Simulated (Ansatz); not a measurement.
# V: the cost of one run

Program: Ansatz 0.2.0. Level of theory: DFT r2SCAN, PAW, plane waves, scalar-relativistic. These are calculated values, not measurements.

12 further runs of the same task are left out: 10 that didn't finish, 2 set aside as unsound or not needed.

**1. The starting structure**

The structure is cubic, space group Im-3m (No. 229). Conventional cell: a = 3.028 Å, b = 3.028 Å, c = 3.028 Å, α = 90.00°, β = 90.00°, γ = 90.00°. V (site symmetry m-3m) is surrounded by 8 V at 2.62 Å.

As a file:

```xyz
1
Lattice="-1.5139 1.5139 1.5139 1.5139 -1.5139 1.5139 1.5139 1.5139 -1.5139" Properties=species:S:1:pos:R:3 pbc="T T T"
V     0.0000    0.0000    0.0000
```

Atoms are counted from 1 in the order of input.yaml (V1 and so on).

Changes shown after the default run: tetrahedron occupations; k-point mesh 6x6x6; cutoff 60 eV; Broyden, β 0.7, history 16, no preconditioner; Broyden, β 1.0, history 8, no preconditioner.

The search for lower states is off throughout, and inputs that name a mixer don't switch to direct minimisation unless they say so. Spin is collinear, with starting moments V1 2.00 μB. β is the mixing step of the charge; the magnetisation has a step of its own, which the program sets unless it is named.

**2. Default SCF settings**

input.yaml

```yaml
crystal:
  lattice:
    - [-1.5139, 1.5139, 1.5139]
    - [1.5139, -1.5139, 1.5139]
    - [1.5139, 1.5139, -1.5139]
  atoms:
    - { symbol: V, position: [0.0, 0.0, 0.0], spin: 2.0 }
magnetization:
  spin_polarized: true
hamiltonian:
  xc: r2scan
  pseudopotentials: { kind: paw }
basis:
  ecutwfc: 500
kpoints:
  mp_grid: { grid: [11, 11, 11] }
scf:
  occupations: { method: fermi_dirac, width: 0.1 }
  lower_state_search: "off"
output:
  forces: true
  stress: true
```

Started as:

```bash
$ ansatz run input.yaml --threads 2 --pin off --max-ram 5120MiB --backend cpu --events-out ev --progress --plain --runs-dir out
```

**Question.** How long does this run take on 2 threads of Arm Neoverse V2, shared host, and how much memory does it need?

About 3.6 s, with a peak of 0.3 GiB.
